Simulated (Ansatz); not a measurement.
# CH₃KO: up Jacob's ladder to CCSD(T)

How much do the methods differ for CH₃KO? The plan is to run it at one geometry with functionals of several rungs and with coupled cluster, and see how far each lands from CCSD(T) at the basis-set limit for the atomisation energy.

Program: Ansatz 0.2.0, Gaussian basis. Level of theory: functionals in def2-TZVPP, the program's frozen cores in correlated methods. These are calculated values, not measurements.

The runs, in order: LDA (SPW92), PBE-D4, revPBE-D4, BLYP-D4, r2SCAN-D4, B97M-V, PBE0-D4, B3LYP-D4, r2SCANh-D4, r2SCAN0-D4, HSE06-D4, BHLYP-D4, CAM-B3LYP-D4, LC-ωPBE, ωB97X-V, ωB97M-V, B2PLYP, PBE-QIDH; CCSD(T)/def2-SVP; CCSD(T)/def2-TZVPP; MP2/def2-QZVPP; extrapolation to the limit; RPA on PBE.

## (1) The relaxed structure

The geometry comes from an earlier relaxation with PBE0-D4 in a triple-zeta def2 set; it is a stationary point.

SMILES `C[O][K]`, 6 atoms, charge 0, spin multiplicity 1.

Atoms are counted from 1 here; the program's logs count them from 0.

Bond lengths: C1–O2 1.363 Å, C1–H4 1.111 Å, C1–H5 1.111 Å, C1–H6 1.111 Å, O2–K3 2.227 Å. Angles: O2–C1–H4 113.5°, O2–C1–H5 113.5°, O2–C1–H6 113.5°, H4–C1–H5 105.2°, H4–C1–H6 105.2°, H5–C1–H6 105.2°, C1–O2–K3 180.0°.

Coordinates:

```
atom    x (Å)    y (Å)    z (Å)
  C1  -0.1978   0.5387  -0.1529
  O2   0.2641  -0.7014   0.1750
  K3   1.0195  -2.7266   0.7098
  H4  -1.2107   0.7549   0.2493
  H5   0.4454   1.3641   0.2206
  H6  -0.2784   0.7062  -1.2483
```

## (2) LDA

This LDA is Slater exchange with PW92 correlation.

The input, in.yaml:

```yaml
crystal:
  periodic: [false, false, false]
  atoms:
    - {symbol: C, position_ang: [-0.197779, 0.538674, -0.152861]}
    - {symbol: O, position_ang: [0.264117, -0.701440, 0.175035]}
    - {symbol: K, position_ang: [1.019455, -2.726551, 0.709844]}
    - {symbol: H, position_ang: [-1.210681, 0.754930, 0.249345]}
    - {symbol: H, position_ang: [0.445373, 1.364127, 0.220627]}
    - {symbol: H, position_ang: [-0.278386, 0.706160, -1.248290]}
basis:
  gaussian: {orbitals: def2-TZVPP}
hamiltonian: {xc: lda}
output: {orbitals: {seedname: orbitals}}
```

After this run come: PBE-D4 (GGA); revPBE-D4 (GGA); BLYP-D4 (GGA); r2SCAN-D4 (meta-GGA); B97M-V (meta-GGA); PBE0-D4 (hybrid); B3LYP-D4 (hybrid); r2SCANh-D4 (hybrid); r2SCAN0-D4 (hybrid); HSE06-D4 (hybrid); BHLYP-D4 (hybrid); CAM-B3LYP-D4 (range-separated); LC-ωPBE-D4 (range-separated); ωB97X-V (range-separated); ωB97M-V (range-separated); B2PLYP (double hybrid); PBE-QIDH (double hybrid); CCSD(T) in def2-SVP; CCSD(T) in def2-TZVPP; MP2 in def2-QZVPP; RPA on PBE orbitals.

**Question.** What will the summary of the whole plan be? Wanted: atomisation energy, CCSD(T)/CBS; farthest beyond LDA; mean size of error, GGA; mean size of error, meta-GGA; mean size of error, hybrid; mean size of error, range-separated; mean size of error, double hybrid; gap, smallest and largest; T1 diagnostic.

The runs gave:

```
                               quantity                                               value
        atomisation energy, CCSD(T)/CBS                                      473.4 kcal/mol
functionals within 2.4 kcal/mol (0.5 %)  BLYP-D4, r2SCAN-D4, CAM-B3LYP-D4, ωB97X-V, ωB97M-V
                    farthest beyond LDA                           BHLYP-D4 (-23.0 kcal/mol)
                mean size of error, GGA                                        4.8 kcal/mol
           mean size of error, meta-GGA                                        4.2 kcal/mol
             mean size of error, hybrid                                        9.8 kcal/mol
    mean size of error, range-separated                                        1.8 kcal/mol
      mean size of error, double hybrid                                        9.9 kcal/mol
              gap, smallest and largest              1.39 eV (revPBE-D4), 7.12 eV (LC-ωPBE)
                          T1 diagnostic                                              0.0117
triples share of the correlation energy                                               2.9 %
```

In words: The LDA atomisation energy is off by 67.5 kcal/mol (14 %): it overbinds. PBE-D4 is off by +6.3 kcal/mol. Double hybrids carry the basis error of their MP2 part in triple zeta, and no dispersion term here, so their miss is partly the set-up's. By mean error the best rung here is range-separated (1.8 kcal/mol) and the worst beyond LDA is double hybrid (9.9 kcal/mol). Misses under about 2.4 kcal/mol are within the doubt on the reference itself, which lacks core-valence correlation, relativity and higher excitations. Hartree-Fock recovers 68 % of the binding; the rest is correlation. CCSD(T) in def2-SVP is off by -32.6 kcal/mol, so the small basis spoils what the method gains. Orbital gaps span 1.4 to 7.1 eV; exact exchange widens them. Correlated methods include outer-core shells of K, which these sets cover unevenly.
